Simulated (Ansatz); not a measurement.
# InCoC6N6: the cost of one run

Method: DFT PBE, scalar-relativistic, plane waves, PAW, in Ansatz 0.2.0.

## 1. The system as given

The structure is cubic, space group Fm-3m (No. 225). Conventional cell: a = 10.369 Å, b = 10.369 Å, c = 10.369 Å, α = 90.00°, β = 90.00°, γ = 90.00°. In (site symmetry m-3m) is surrounded by 6 N at 2.10 Å. Around Co (site symmetry m-3m) lie 6 C at 1.92 Å. C (site symmetry 4mm) has 1 N at 1.17 Å and 1 Co at 1.92 Å in its first shell of neighbours. Around N (site symmetry 4mm) lie 1 C at 1.17 Å.

As a file:

```xyz
14
Lattice="0.0000 5.1845 5.1845 5.1845 0.0000 5.1845 5.1845 5.1845 0.0000" Properties=species:S:1:pos:R:3 pbc="T T T"
In    5.1845    5.1845    5.1845
Co    0.0000    0.0000    0.0000
C     1.9170    5.1845    5.1845
C     5.1845    1.9170    5.1845
C     5.1845    5.1845    1.9170
C     8.4520    5.1845    5.1845
C     5.1845    8.4520    5.1845
C     5.1845    5.1845    8.4520
N     3.0870    5.1845    5.1845
N     5.1845    3.0870    5.1845
N     5.1845    5.1845    3.0870
N     7.2820    5.1845    5.1845
N     5.1845    7.2820    5.1845
N     5.1845    5.1845    7.2820
```

The cell is invented: cyanide-bridged rock-salt net of two metals, 0 guest cations a cell (Fm-3m, No. 225). Lengths come from tabulated atomic sizes and are only a guess.

## 2. A first look at the guess

Input file input.yaml:

```yaml
crystal:
  lattice:
    - [0.0, 5.1845, 5.1845]
    - [5.1845, 0.0, 5.1845]
    - [5.1845, 5.1845, 0.0]
  atoms:
    - { symbol: In, position: [0.5, 0.5, 0.5] }
    - { symbol: Co, position: [0.0, 0.0, 0.0], spin: 3.0 }
    - { symbol: C, position: [0.815122, 0.184878, 0.184878] }
    - { symbol: C, position: [0.184878, 0.815122, 0.184878] }
    - { symbol: C, position: [0.184878, 0.184878, 0.815122] }
    - { symbol: C, position: [0.184878, 0.815122, 0.815122] }
    - { symbol: C, position: [0.815122, 0.184878, 0.815122] }
    - { symbol: C, position: [0.815122, 0.815122, 0.184878] }
    - { symbol: "N", position: [0.70228566, 0.29771434, 0.29771434] }
    - { symbol: "N", position: [0.29771434, 0.70228566, 0.29771434] }
    - { symbol: "N", position: [0.29771434, 0.29771434, 0.70228566] }
    - { symbol: "N", position: [0.29771434, 0.70228566, 0.70228566] }
    - { symbol: "N", position: [0.70228566, 0.29771434, 0.70228566] }
    - { symbol: "N", position: [0.70228566, 0.70228566, 0.29771434] }
basis:
  ecutwfc: 420
kpoints:
  mp_grid: { grid: [4, 4, 4] }
hamiltonian:
  xc: pbe
scf:
  occupations: { method: gaussian, width: 0.1 }
  lower_state_search: "off"
output:
  forces: true
  stress: true
  eigenvalues: true
  populations: true
magnetization:
  spin_polarized: true
```

Started as:

```
$ ansatz run input.yaml --threads 1 --pin off --max-ram 2560MiB --backend cpu --events-out ev --progress --plain --runs-dir out
```

Q: Estimate wall time and peak memory on 1 thread of Intel Xeon Platinum 8488C (Sapphire Rapids), shared host.

About 21 s, with a peak of 0.76 GiB.
